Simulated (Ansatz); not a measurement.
# Si: stress in a strained cell

Aim: deform Si (zz strain of -2 %) and compute stress, forces and field gradients with LAPW, PAW and all-electron datasets made for the crystal.

Program: Ansatz 0.2.0. Level of theory: DFT LDA, scalar-relativistic. These are calculated values, not measurements.

2 further runs of the same task are left out: 2 set aside as unsound or not needed.

### Step 1. The system as given

Symmetry: Fd-3m, No. 227, cubic system. Conventional cell: a = 5.431 Å, b = 5.431 Å, c = 5.431 Å, α = 90.00°, β = 90.00°, γ = 90.00°. Si (site symmetry -43m) is surrounded by 4 Si at 2.35 Å.

As a file:

```xyz
2
Lattice="0.0000 2.7155 2.7155 2.7155 0.0000 2.7155 2.7155 2.7155 0.0000" Properties=species:S:1:pos:R:3 pbc="T T T"
Si    2.7155    2.7155    2.7155
Si    4.0732    4.0732    4.0732
```

Atoms are numbered in the order of the input: Si1, Si2.

### Step 2. After the deformation

Space group Fd-3m before, I4_1/amd after.

### Step 3. Full-potential LAPW

Contents of input.yaml:

```yaml
crystal:
  lattice:
    - [0.0, 2.71547, 2.6611606]
    - [2.71547, 0.0, 2.6611606]
    - [2.71547, 2.71547, 0.0]
  atoms:
    - { symbol: Si, position: [0.5, 0.5, 0.5] }
    - { symbol: Si, position: [0.75, 0.75, 0.75] }
kpoints:
  mp_grid: { grid: [12, 12, 12] }
  band_path:
    path:
      - [0.0, 0.0, 0.0]
      - [0.0, 0.5, 0.5]
      - [0.25, 0.75, 0.5]
      - [0.0, 0.5, 0.0]
      - [0.0, 0.0, 0.0]
      - [0.5, 0.5, 0.0]
      - [0.3801541025, 0.6198458975, 0.0]
      - [-0.3801541025, 0.3801541025, 0.0]
      - [0.0, 0.0, 0.0]
    npoints: 5
scf:
  occupations: { method: fermi_dirac, width: 0.08 }
hamiltonian:
  xc: lda
  pseudopotentials: { kind: all_electron, lapw: { basis_error: 0.00025 } }
output:
  forces: true
  stress: true
  eigenvalues: true
```

The run is started by

```bash
$ ansatz run input.yaml --threads 1 --pin off --max-ram 3072MiB --backend cpu --events-out ev --progress --plain --runs-dir out
```

### Step 4. PAW with frozen cores

Contents of input.yaml:

```yaml
crystal:
  lattice:
    - [0.0, 2.71547, 2.6611606]
    - [2.71547, 0.0, 2.6611606]
    - [2.71547, 2.71547, 0.0]
  atoms:
    - { symbol: Si, position: [0.5, 0.5, 0.5] }
    - { symbol: Si, position: [0.75, 0.75, 0.75] }
kpoints:
  mp_grid: { grid: [12, 12, 12] }
scf:
  occupations: { method: fermi_dirac, width: 0.08 }
hamiltonian:
  xc: lda
  pseudopotentials: { kind: paw }
output:
  forces: true
  stress: true
  eigenvalues: true
  efg: { contact_densities: true }
```

### Step 5. Datasets made for this crystal

Changes to input.yaml since step 4:

```diff
@@ -14,3 +14,3 @@
   xc: lda
-  pseudopotentials: { kind: paw }
+  pseudopotentials: { kind: all_electron, datasets: crystal }
 output:
```

(Steps that only read results are left out.)

Before running it: what results should come out? Wanted: pressure; largest shear or deviatoric stress.

**Answer**, as computed:

| quantity | value |
| --- | --- |
| pressure | LAPW 0.32, PAW 0.39, crystal datasets 0.32 GPa |
| largest shear or deviatoric stress (LAPW) | 1.23 GPa |

Against the undeformed cell the largest change of stress is +3.11 GPa, in the zz component, with the atoms carried along and not relaxed. PAW: stress within 0.06 GPa of LAPW. Crystal datasets: stress within 0.01 GPa of LAPW.
